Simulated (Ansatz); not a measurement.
Relaxation of a periodic cell of 15 atoms, Zn8O6F (host ZnO, host structure P6_3mc, dopant F, one O atom removed), cell charge -1, to a largest force component of 0.03 eV/Å in at most 60 steps.

Level of theory: Ansatz, DFT PBE-D3(BJ), scalar-relativistic, plane waves, PAW. Settings: PAW set soft_1, cutoff 420 eV, k mesh 2x2x2, fermi-dirac smearing 0.05 eV, no spin polarisation.

```xyz
15
Lattice="-3.2374 -5.6073 0.0000 4.8560 -2.8036 0.0000 0.0000 0.0000 5.2221" Properties=species:S:1:pos:R:3:forces:R:3
Zn 1.684 -4.672 2.601 -1.69 0.41 -0.05
Zn 0.020 -3.675 -0.009 -0.14 -2.06 1.71
O 1.622 -4.674 4.562 0.14 -0.13 0.06
Zn 0.003 -1.836 2.572 -0.26 -1.72 -1.40
Zn 3.198 -3.719 -0.007 -1.12 0.18 0.69
F -0.022 -1.863 4.622 -0.08 1.33 -0.55
O 3.181 -3.718 1.991 1.06 0.56 -0.49
Zn 3.251 -1.866 2.603 -0.11 0.16 0.03
Zn 1.642 -0.975 0.010 1.01 1.02 0.21
O 3.277 -1.892 4.580 -0.39 0.12 -0.07
O 1.625 -0.940 1.964 0.10 0.47 0.16
Zn -1.610 -4.692 2.688 0.75 0.96 -1.02
Zn 1.568 -6.517 0.009 0.66 0.17 0.18
O -1.640 -4.652 4.608 -0.20 -0.68 0.50
O 1.578 -6.493 1.979 0.27 -0.79 0.03
```

Problem. Where does it end, and by what steps?

Solution. The forces met the threshold. Limits of this set-up: coarse k mesh, no spin, though dangling bonds at a vacancy may carry it, a small cell, in which the defect meets its images, charged cell in a uniform background, uncorrected. After 8 steps the energy has fallen by 2.326 eV; F6 moved furthest, 0.64 Å. Parted: Zn2–F6 (1.91 → 2.59 Å). Joined: Zn1–Zn2 (3.25 → 2.80 Å), Zn1–Zn12 (3.23 → 2.57 Å), Zn2–Zn12 (3.17 → 2.75 Å), Zn4–Zn5 (3.20 → 2.66 Å).

```json
{"step": "0", "energy less start (eV)": "0.0000", "largest force component (eV/Å)": "2.063", "accepted": "yes"}
{"step": "1", "energy less start (eV)": "-1.1387", "largest force component (eV/Å)": "1.263", "accepted": "yes"}
{"step": "2", "energy less start (eV)": "-1.8551", "largest force component (eV/Å)": "0.527", "accepted": "yes"}
{"step": "3", "energy less start (eV)": "-2.0482", "largest force component (eV/Å)": "0.558", "accepted": "yes"}
{"step": "4", "energy less start (eV)": "-2.1801", "largest force component (eV/Å)": "0.477", "accepted": "yes"}
{"step": "5", "energy less start (eV)": "-2.2837", "largest force component (eV/Å)": "0.327", "accepted": "yes"}
{"step": "6", "energy less start (eV)": "-2.3147", "largest force component (eV/Å)": "0.134", "accepted": "yes"}
{"step": "7", "energy less start (eV)": "-2.3246", "largest force component (eV/Å)": "0.060", "accepted": "yes"}
{"step": "8", "energy less start (eV)": "-2.3260", "largest force component (eV/Å)": "0.022", "accepted": "yes"}
```

```xyz
15
Lattice="-3.2374 -5.6073 0.0000 4.8560 -2.8036 0.0000 0.0000 0.0000 5.2221" Properties=species:S:1:pos:R:3
Zn 1.274 -4.616 2.655
Zn -0.040 -3.724 0.343
O 1.514 -4.677 4.698
Zn -0.057 -1.953 2.000
Zn 3.205 -3.842 0.074
F 0.057 -1.640 4.024
O 2.996 -3.731 2.094
Zn 3.291 -1.882 2.669
Zn 1.642 -0.954 0.021
O 3.268 -1.933 4.678
O 1.703 -0.869 2.001
Zn -1.297 -4.558 2.639
Zn 1.651 -6.563 0.108
O -1.571 -4.664 4.661
O 1.741 -6.580 2.108
```

Run time: 87 s on 1 thread of Arm Neoverse V2, on a shared host, peak memory 0.49 GiB.
